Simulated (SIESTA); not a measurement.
AgRh:

```
Ag Rh
1.0
     2.77759    0.00000    0.00000
    -1.38879    2.40546    0.00000
     0.00000    0.00000    4.80860
Ag Rh
1 1
Direct
  0.00000 0.00000 0.50000
  0.66667 0.33333 0.00000
```

The cell comes from a database or a generator and needn't be the stable form of this composition.

* Program: SIESTA 5.4.2
* Task: single point
* Functional: PBE
* Potentials or basis: PseudoDojo 0.4 standard (PBE files)
* Basis: DZP (energy shift 0.003 Ry; two zetas on semicore shells)
* Grid cutoff: 800 Ry
* Energy shift: 0.003 Ry
* k mesh: 11 × 11 × 6
* Occupations: fermi-dirac, width 0.05 eV
* Spin: no spin polarisation

On this cell: pressure -0.7 GPa; largest force under 0.003 eV/Å; band gap on the k mesh none (metal or under the smearing width).

The same run follows on a disturbed copy (atoms moved at random, drawn with an rms of 0.05 Å):

```
CELL_PARAMETERS angstrom
2.77759 0.00000 0.00000
-1.38879 2.40546 0.00000
0.00000 0.00000 4.80860
ATOMIC_POSITIONS crystal
Ag 0.97271 0.99520 0.50345
Rh 0.67133 0.31452 0.99114
```

Task: What does the disturbed cell give?

Result: The energy (extrapolated to zero smearing) moves by +10.4 meV/atom; pressure -0.3 GPa; largest force 0.493 eV/Å; band gap on the k mesh none (metal or under the smearing width).

Forces on the atoms (eV/Å):
```
Ag   0.118 -0.052 -0.475
Rh  -0.119  0.051  0.475
```

Stress tensor (GPa, compression positive):
```
 0.23 -0.68 -0.36
-0.68 -0.17  0.16
-0.36  0.16 -1.06
```

Caveats: short orbitals over semicore shells can move pressures by several GPa; the basis of atomic orbitals isn't converged, which shifts pressures, moduli and gaps.
